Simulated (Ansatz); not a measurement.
The system is GdO.

```
CELL_PARAMETERS angstrom
0.00000 2.70000 2.70000
2.70000 0.00000 2.70000
2.70000 2.70000 0.00000
ATOMIC_POSITIONS crystal
Gd 0.00000 0.00000 0.00000
O 0.25000 0.25000 0.25000
```

The cell comes from a database or a generator and needn't be the stable form of this composition.

- Program: Ansatz 0.2.0
- Task: relaxation of cell and atoms
- Functional: HF
- Potentials or basis: Ansatz PAW
- Cutoff: 420 eV (not typed: the program's choice for these potentials)
- k mesh: 5 × 5 × 5
- Occupations: fermi-dirac, width 0.05 eV
- Spin: collinear spin, ferromagnetic start
- Starting moments: [7.0, 0.0] μB

At the start: volume 19.68 Å³/atom.

Question: How do energy, volume and symmetry change on relaxing?

Answer: It ends after 7 steps and the volume is 20.45 Å³/atom (+3.9 %); space group F-43m (No. 216, to 0.05 Å); moment 8.00 μB per cell.

Step by step:
| step | energy change (eV) | largest force (eV/Å) | volume (Å³) |
| --- | --- | --- | --- |
| 1 | 0.0000 | 0.0000 | 39.37 |
| 2 | -0.0032 | 0.0000 | 42.25 |
| 3 | -0.0192 | 0.0000 | 40.94 |
| 4 | -0.0193 | 0.0000 | 40.87 |
| 5 | -0.0207 | 0.0000 | 40.87 |
| 6 | -0.0207 | 0.0000 | 40.90 |
| 7 | -0.0208 | 0.0000 | 40.90 |

Final structure:
```
Gd O
1.0
     0.00000    2.73473    2.73473
     2.73473    0.00000    2.73473
     2.73473    2.73473    0.00000
Gd O
1 1
Direct
  0.00000 0.00000 0.00000
  0.25000 0.25000 0.25000
```

Caveat: the magnetic or orbital state may not be the lowest; the plane-wave basis is chosen anew once the cell has moved, so the energies of steps on either side of that aren't comparable; a cell with one magnetic atom can't hold antiferromagnetic order, which such compounds often take; the PAW data sets come from PBE, with cores solved anew for the run's functional, which leaves a small shift of forces and pressure.
